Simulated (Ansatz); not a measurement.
**C₂H₃BO₂: a ladder of functionals and wavefunction methods**

The task here is to estimate one member of a computed series from the others.

Program: Ansatz 0.2.0, Gaussian basis. Level of theory: functionals in def2-TZVPP, the program's frozen cores in correlated methods. These are calculated values, not measurements.

The runs, in order: LDA (SPW92), PBE-D4, revPBE-D4, BLYP-D4, r2SCAN-D4, B97M-V, PBE0-D4, B3LYP-D4, r2SCANh-D4, r2SCAN0-D4, HSE06-D4, BHLYP-D4, CAM-B3LYP-D4, LC-ωPBE, ωB97X-V, ωB97M-V, B2PLYP, PBE-QIDH; CCSD(T)/def2-SVP; CCSD(T)/def2-TZVPP; MP2/def2-QZVPP; extrapolation to the limit; RPA on PBE.

## Structure used throughout

All runs share one geometry, relaxed beforehand with PBE0-D4 in a triple-zeta def2 set.

8 atoms, charge 0, spin multiplicity 1.

Atoms are counted from 1 here; the program's logs count them from 0.

Bond lengths: O1–C2 1.203 Å, C2–B3 1.534 Å, C2–C4 1.455 Å, B3–C4 1.651 Å, B3–O5 1.559 Å, B3–H6 1.182 Å, C4–O5 1.478 Å, C4–H7 1.081 Å, O5–H8 0.965 Å. Angles: O1–C2–B3 148.9°, O1–C2–C4 135.9°, B3–C2–C4 67.0°, C2–B3–C4 54.2°, C2–B3–O5 94.2°, C2–B3–H6 146.3°, C4–B3–O5 54.7°, C4–B3–H6 137.6°, O5–B3–H6 118.1°, C2–C4–B3 58.8°, C2–C4–O5 101.2°, C2–C4–H7 144.0°, B3–C4–O5 59.5°, B3–C4–H7 140.2°, O5–C4–H7 114.7°, B3–O5–C4 65.8°, B3–O5–H8 114.4°, C4–O5–H8 110.1°.

Set-up of the first run:

in.yaml reads:

```yaml
crystal:
  periodic: [false, false, false]
  atoms:
    - {symbol: O, position_ang: [1.240774, -1.645265, 1.003246]}
    - {symbol: C, position_ang: [0.523307, -0.781337, 0.571059]}
    - {symbol: B, position_ang: [0.051856, 0.678199, 0.614625]}
    - {symbol: C, position_ang: [0.209541, -0.245648, -0.744729]}
    - {symbol: O, position_ang: [-1.050629, 0.474993, -0.468472]}
    - {symbol: H, position_ang: [0.301629, 1.782725, 0.953804]}
    - {symbol: H, position_ang: [0.558819, -0.170287, -1.764458]}
    - {symbol: H, position_ang: [-1.743096, -0.150479, -0.220873]}
basis:
  gaussian: {orbitals: def2-TZVPP}
hamiltonian: {xc: lda}
output: {orbitals: {seedname: orbitals}}
```

The run is started by

```sh
$ ansatz run in.yaml --threads 2 --pin off --events-out ev --progress --plain --max-ram 4352MiB
```

Among the steps run: LDA; PBE-D4 (GGA); revPBE-D4 (GGA); BLYP-D4 (GGA); r2SCAN-D4 (meta-GGA); B97M-V (meta-GGA); PBE0-D4 (hybrid); B3LYP-D4 (hybrid); r2SCANh-D4 (hybrid); r2SCAN0-D4 (hybrid); HSE06-D4 (hybrid); BHLYP-D4 (hybrid); CAM-B3LYP-D4 (range-separated); LC-ωPBE (range-separated); ωB97X-V (range-separated); ωB97M-V (range-separated); B2PLYP (double hybrid); PBE-QIDH (double hybrid).

One table of the session follows, with a row left open; its other results are not shown here.

It belongs to the step «Orbital energies across the functionals». 

| functional | HOMO (eV) | gap (eV) |
| --- | --- | --- |
| LDA (SPW92) | -5.32 | 3.08 |
| PBE-D4 | -5.16 | 3.14 |
| revPBE-D4 | -5.09 | 3.16 |
| BLYP-D4 | -5.07 | 3.12 |
| r2SCAN-D4 | -5.41 | 3.72 |
| B97M-V | -5.53 | 3.78 |
| PBE0-D4 | -6.60 | 5.57 |
| B3LYP-D4 | -6.39 | 5.05 |
| r2SCANh-D4 | ? | ? |
| r2SCAN0-D4 | -6.78 | 5.96 |
| HSE06-D4 | -6.19 | 4.79 |
| BHLYP-D4 | -8.00 | 7.88 |
| CAM-B3LYP-D4 | -8.02 | 7.98 |
| LC-ωPBE | -9.29 | 10.55 |
| ωB97X-V | -8.97 | 10.09 |
| ωB97M-V | -8.90 | 9.71 |

Q: Estimate the row for r2SCANh-D4 from the others.

Worked estimate for «HOMO (eV)». Against the share of exact exchange, r2SCAN-D4 (0, -5.41), r2SCAN0-D4 (0.25, -6.78) give a slope of -5.48 per unit share; at 0.1 the line stands at -5.96.

**Answer.** HOMO (eV): -5.96; gap (eV): 4.62. In «HOMO (eV)» the line misses by 0.00.
